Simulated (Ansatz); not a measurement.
**C₆H₉In: one species, many methods**

An exercise on one series of results from a longer session: the logs are not shown, and one member is left open.

The runs use Ansatz 0.2.0, Gaussian basis; functionals in def2-TZVPP, the program's frozen cores in correlated methods.

The runs, in order: LDA (SPW92), PBE-D4, revPBE-D4, BLYP-D4, r2SCAN-D4, B97M-V, PBE0-D4, B3LYP-D4, r2SCANh-D4, r2SCAN0-D4, HSE06-D4, BHLYP-D4, CAM-B3LYP-D4, LC-ωPBE, ωB97X-V, ωB97M-V, B2PLYP, PBE-QIDH; CCSD(T)/def2-SVP; CCSD(T)/def2-TZVPP; MP2/def2-QZVPP; extrapolation to the limit; RPA on PBE.

2 further runs of the same task are left out: 1 for a known fault of the program, 1 that didn't finish.

### The geometry

An earlier PBE0-D4 in a triple-zeta def2 set relaxation fixed the geometry. In takes the def2 core potential; no spin-orbit term is included.

SMILES `C=[CH][In]([CH]=C)[CH]=C`, 16 atoms, charge 0, spin multiplicity 1.

Atoms are counted from 1 here; the program's logs count them from 0.

Bond lengths: C1–C2 1.332 Å, C1–H8 1.088 Å, C1–H9 1.089 Å, C2–In3 2.138 Å, C2–H10 1.089 Å, In3–C4 2.138 Å, In3–C6 2.138 Å, C4–C5 1.332 Å, C4–H11 1.089 Å, C5–H12 1.088 Å, C5–H13 1.089 Å, C6–C7 1.332 Å, C6–H14 1.089 Å, C7–H15 1.089 Å, C7–H16 1.088 Å. Angles: C2–C1–H8 122.4°, C2–C1–H9 122.4°, H8–C1–H9 115.2°, C1–C2–In3 121.9°, C1–C2–H10 117.1°, In3–C2–H10 121.0°, C2–In3–C4 120.0°, C2–In3–C6 120.0°, C4–In3–C6 120.0°, In3–C4–C5 121.9°, In3–C4–H11 121.0°, C5–C4–H11 117.1°, C4–C5–H12 122.4°, C4–C5–H13 122.4°, H12–C5–H13 115.2°, In3–C6–C7 121.9°, In3–C6–H14 121.0°, C7–C6–H14 117.1° and more.

Set-up of the first run:

The input, in.yaml:

```yaml
crystal:
  periodic: [false, false, false]
  atoms:
    - {symbol: C, position_ang: [1.595425, -2.173229, -1.444556]}
    - {symbol: C, position_ang: [1.046136, -0.968766, -1.593130]}
    - {symbol: In, position_ang: [-0.002360, -0.000634, -0.000536]}
    - {symbol: C, position_ang: [-0.850955, 1.938770, -0.302958]}
    - {symbol: C, position_ang: [-0.749913, 2.577145, -1.467766]}
    - {symbol: C, position_ang: [-0.201131, -0.972010, 1.894120]}
    - {symbol: C, position_ang: [-0.841789, -0.402466, 2.913790]}
    - {symbol: H, position_ang: [1.540437, -2.728116, -0.510637]}
    - {symbol: H, position_ang: [2.131802, -2.673715, -2.249903]}
    - {symbol: H, position_ang: [1.153545, -0.490728, -2.565921]}
    - {symbol: H, position_ang: [-1.387581, 2.447186, 0.497036]}
    - {symbol: H, position_ang: [-0.233021, 2.149573, -2.324060]}
    - {symbol: H, position_ang: [-1.178683, 3.565127, -1.631473]}
    - {symbol: H, position_ang: [0.222284, -1.961051, 2.064126]}
    - {symbol: H, position_ang: [-0.947452, -0.889835, 3.882327]}
    - {symbol: H, position_ang: [-1.296745, 0.582728, 2.839550]}
basis:
  gaussian: {orbitals: def2-TZVPP}
hamiltonian: {xc: lda}
output: {orbitals: {seedname: orbitals}}
```

Launch:

```console
> ansatz run in.yaml --threads 2 --pin off --events-out ev --progress --plain --max-ram 32768MiB --backend cuda --devices 0, --max-vram 18GiB
```

Steps of the session up to this table: LDA; PBE-D4 (GGA); revPBE-D4 (GGA); BLYP-D4 (GGA); r2SCAN-D4 (meta-GGA); B97M-V (meta-GGA); B3LYP-D4 (hybrid); r2SCANh-D4 (hybrid); r2SCAN0-D4 (hybrid); HSE06-D4 (hybrid); BHLYP-D4 (hybrid); CAM-B3LYP-D4 (range-separated); LC-ωPBE (range-separated); ωB97X-V (range-separated); ωB97M-V (range-separated); B2PLYP (double hybrid); PBE-QIDH (double hybrid).

One of the session's tables, all rows but one given; the rest of the session is left out.

It belongs to the step «Orbital energies across the functionals». 

```
  functional  HOMO (eV)  LUMO (eV)  gap (eV)
 LDA (SPW92)      -6.22      -2.67      3.55
      PBE-D4      -6.09      -2.39      3.70
   revPBE-D4      -6.03      -2.27      3.76
     BLYP-D4      -5.97      -2.29      3.68
   r2SCAN-D4      -6.31      -2.23      4.08
      B97M-V      -6.38      -2.31      4.08
     PBE0-D4      -7.30      -1.59      5.70
    B3LYP-D4      -7.10      -1.83      5.27
  r2SCANh-D4      -6.76      -1.94      4.83
  r2SCAN0-D4          ?          ?         ?
    HSE06-D4      -6.90      -1.96      4.94
    BHLYP-D4      -8.44      -0.79      7.64
CAM-B3LYP-D4      -8.63      -0.69      7.94
     LC-ωPBE      -9.93       0.40     10.33
     ωB97X-V      -9.60       0.28      9.88
     ωB97M-V      -9.48       0.08      9.56
```

Q: Estimate the row for r2SCAN0-D4 from the others.

Worked estimate for «HOMO (eV)». Against the share of exact exchange, r2SCAN-D4 (0, -6.31), r2SCANh-D4 (0.1, -6.76) give a slope of -4.50 per unit share; at 0.25 the line stands at -7.43.

As computed: HOMO (eV): -7.45; LUMO (eV): -1.51; gap (eV): 5.94. In «HOMO (eV)» the line misses by +0.02.
